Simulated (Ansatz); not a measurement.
# Be: the cost of one run

Method: DFT PBEsol, scalar-relativistic, in Ansatz 0.2.0.

**1. Starting point**

It takes space group Im-3m (No. 229, cubic). Conventional cell: a = 2.506 Å, b = 2.506 Å, c = 2.506 Å, α = 90.00°, β = 90.00°, γ = 90.00°. Around Be (site symmetry m-3m) lie 8 Be at 2.17 Å.

As a file:

```
CELL_PARAMETERS angstrom
-1.25312 1.25312 1.25312
1.25312 -1.25312 1.25312
1.25312 1.25312 -1.25312
ATOMIC_POSITIONS crystal
Be 0.00000 0.00000 0.00000
```

**2. After the deformation**

Space group Im-3m before, I4/mmm after.

**3. LAPW, all electrons**

File input.yaml:

```yaml
crystal:
  lattice:
    - [-1.2531209513, 1.2531209513, 1.2155273228]
    - [1.2531209513, -1.2531209513, 1.2155273228]
    - [1.2531209513, 1.2531209513, -1.2155273228]
  atoms:
    - { symbol: Be, position: [0.0, 0.0, 0.0] }
kpoints:
  mp_grid: { grid: [23, 23, 23] }
  band_path:
    path:
      - [0.0, 0.0, 0.0]
      - [0.0, 0.0, 0.5]
      - [-0.5, 0.5, 0.5]
      - [0.0, 0.0, 0.0]
      - [0.485225, 0.485225, -0.485225]
      - [-0.485225, 0.514775, 0.485225]
      - [-0.5, 0.5, 0.5]
      - [0.0, 0.0, 0.5]
      - [0.25, 0.25, 0.25]
    npoints: 5
scf:
  occupations: { method: fermi_dirac, width: 0.03 }
hamiltonian:
  xc: pbesol
  pseudopotentials: { kind: all_electron, lapw: { basis_error: 0.00025 } }
output:
  forces: true
  stress: true
  eigenvalues: true
```

Command:

```console
$ ansatz run input.yaml --threads 1 --pin off --max-ram 3072MiB --backend cpu --events-out ev --progress --plain --runs-dir out
```

**Question.** How long does this run take on 1 thread of Intel Xeon Platinum 8488C (Sapphire Rapids), shared host, and how much memory does it need?

About 12 s, with a peak of 0.4 GiB.
